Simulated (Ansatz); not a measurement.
# Ga2P: the cost of one run

Program: Ansatz 0.2.0. Level of theory: DFT PBE, scalar-relativistic, plane waves, PAW. These are calculated values, not measurements.

3 further runs of the same task are left out: 2 that didn't finish, 1 set aside as unsound or not needed.

**1. Starting point**

Symmetry: P6_3/mmc, No. 194, hexagonal system. Conventional cell: a = 4.530 Å, b = 4.530 Å, c = 5.524 Å, α = 90.00°, β = 90.00°, γ = 120.00°. Around Ga (site symmetry -3m) lie 8 Ga at 2.76 to 2.96 Å and 6 P at 2.96 Å. Around Ga (site symmetry -6m2) lie 5 P at 2.62 to 2.76 Å and 6 Ga at 2.96 Å. Around P (site symmetry -6m2) lie 11 Ga at 2.62 to 2.96 Å.

As a file:

```cif
data_structure
_symmetry_space_group_name_H-M 'P6_3/mmc'
_symmetry_Int_Tables_number 194
_cell_length_a 4.5298
_cell_length_b 4.5298
_cell_length_c 5.5243
_cell_angle_alpha 90.000
_cell_angle_beta 90.000
_cell_angle_gamma 120.000
_cell_volume 98.17
loop_
_atom_site_label
_atom_site_type_symbol
_atom_site_symmetry_multiplicity
_atom_site_Wyckoff_symbol
_atom_site_fract_x
_atom_site_fract_y
_atom_site_fract_z
_atom_site_occupancy
Ga1 Ga 2 a 0.00000 0.00000 0.50000 1
Ga2 Ga 2 d 0.66667 0.33333 0.25000 1
P1 P 2 c 0.66667 0.33333 0.75000 1
```

A structure generator made this guess: species swapped into a database cell of Mn2Ge (P6_3/mmc, No. 194), with Ga on the Mn sites and P on the Ge sites. Lengths come from tabulated atomic sizes and are only a guess.

**2. A first look at the guess**

Contents of input.yaml:

```yaml
crystal:
  lattice:
    - [4.52975737, 0.0, 0.0]
    - [-2.26487868, 3.92288495, 0.0]
    - [0.0, 0.0, 5.52432741]
  atoms:
    - { symbol: Ga, position: [0.0, 0.0, 0.5] }
    - { symbol: Ga, position: [0.0, 0.0, 0.0] }
    - { symbol: Ga, position: [0.66666667, 0.33333333, 0.25] }
    - { symbol: Ga, position: [0.33333333, 0.66666667, 0.75] }
    - { symbol: P, position: [0.66666667, 0.33333333, 0.75] }
    - { symbol: P, position: [0.33333333, 0.66666667, 0.25] }
basis:
  ecutwfc: 420
kpoints:
  mp_grid: { grid: [6, 6, 4] }
hamiltonian:
  xc: pbe
scf:
  occupations: { method: gaussian, width: 0.1 }
  lower_state_search: "off"
output:
  forces: true
  stress: true
  eigenvalues: true
```

Run with:

```bash
$ ansatz run input.yaml --threads 1 --pin off --max-ram 2560MiB --backend cpu --events-out ev --progress --plain --runs-dir out
```

What time and memory should one allow on 1 thread of Arm Neoverse V2, shared host?

About 5.2 s, with a peak of 0.36 GiB.
